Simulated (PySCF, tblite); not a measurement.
**C4H11NO3Si2: geometry, infrared bands and NMR shifts**

Aim: predict the infrared bands and NMR shifts of C4H11NO3Si2 (`CN[SiH2]OC(=O)/C=C\O[SiH3]`).

Programs: tblite 0.8.0 and PySCF 2.14.0, with density-fitted response routines of our own. Each step states its level of theory. These are calculated values for one molecule in the gas phase, unless marked as measured. Atoms count from 0, in the outputs and in this text.

**1. The starting structure**

21 atoms, charge 0, multiplicity 1; geometry from: force field or distance geometry start.

Bonds of the start (Å): C0–N1 1.45, N1–Si2 1.81, Si2–O3 1.70, O3–C4 1.38, C4–O5 1.25, C4–C6 1.46, C6–C7 1.33, C7–O8 1.40, O8–Si9 1.75, C0–H10 1.13, C0–H11 1.11, C0–H12 1.13, N1–H13 1.05, Si2–H14 1.46, Si2–H15 1.48, C6–H16 1.09, C7–H17 1.07, Si9–H18 1.48, Si9–H19 1.47, Si9–H20 1.48.

**2. Optimising the geometry with GFN2-xTB**

The job: settings as JSON, then the geometry in Å.

```
{"job": {"kind": "relax", "xc": "GFN2-xTB", "basis": "xTB"}, "charge": 0, "multiplicity": 1}
C     -4.756100    -0.238600     0.227100
N     -3.502900     0.184400     0.822700
Si    -2.226400     0.411200    -0.441700
O     -0.789300     0.794500     0.387400
C      0.489700     0.422000     0.029500
O      0.631300    -0.235900    -1.020000
C      1.581800     0.855900     0.891800
C      2.854700     0.569100     0.644800
O      3.220600    -0.172300    -0.481200
Si     4.807300    -0.897100    -0.341300
H     -5.179900    -1.153700     0.740800
H     -4.609600    -0.479700    -0.851000
H     -5.467700     0.631400     0.339700
H     -3.115500    -0.565000     1.450400
H     -2.169400    -0.785000    -1.269500
H     -2.588400     1.619700    -1.206800
H      1.378600     1.431000     1.793100
H      3.595900     0.913400     1.337200
H      4.707300    -2.218600     0.323600
H      5.445500    -1.087600    -1.653600
H      5.683500     0.017700     0.431100
```

Run with:

```bash
> OMP_NUM_THREADS=1 python probes_run.py task.json out
```

The driver reads the jobs from task.json and runs them one after another.

**Question.** This job is followed by: GFN2-xTB harmonic vibrations, gas phase; GIAO PBE0/pcSseg-1 NMR shielding, non-relativistic, gas phase. Predict these results of the whole session: strongest single infrared mode (GFN2-xTB); zero-point energy (GFN2-xTB); 13C shifts against TMS (PBE0/pcSseg-1); 1H shifts against TMS (PBE0/pcSseg-1, means over atoms taken as alike); 15N shifts against NH3 (PBE0/pcSseg-1); 29Si shifts against TMS (PBE0/pcSseg-1); 17O shifts against H2O (PBE0/pcSseg-1).

**Answer**, as computed:

| quantity | value |
| --- | --- |
| strongest single infrared mode (GFN2-xTB) | 1192 cm⁻¹, 790 km/mol |
| zero-point energy (GFN2-xTB) | 90.4 kcal/mol |
| 13C shifts against TMS (PBE0/pcSseg-1) | 170.1, 161.8, 108.7, 28.7 ppm |
| 1H shifts against TMS (PBE0/pcSseg-1, means over atoms taken as alike) | 6.81, 5.30, 5.30, 5.11, 2.74, 0.01 ppm |
| 15N shifts against NH3 (PBE0/pcSseg-1) | 12.2 ppm |
| 29Si shifts against TMS (PBE0/pcSseg-1) | -29.0, -34.9 ppm |
| 17O shifts against H2O (PBE0/pcSseg-1) | 436.5, 207.2, 128.1 ppm |

In words: The optimisation took 212 steps and gained 1.224 eV; among the close pairs (by a distance rule), O8–Si9 changed most, from 1.750 to 1.630 Å. No mode is imaginary among the 57: a minimum at this level. The strongest single mode, at 1192 cm⁻¹, is spread over many atoms; the largest shares are those of C4, O3. Unscaled tight-binding wavenumbers are off by several per cent, some by more. Its intensities can rank the bands wrongly. At PBE0/pcSseg-1: Shielding is most anisotropic at O5 (span 572 ppm, paramagnetic term -507 ppm).
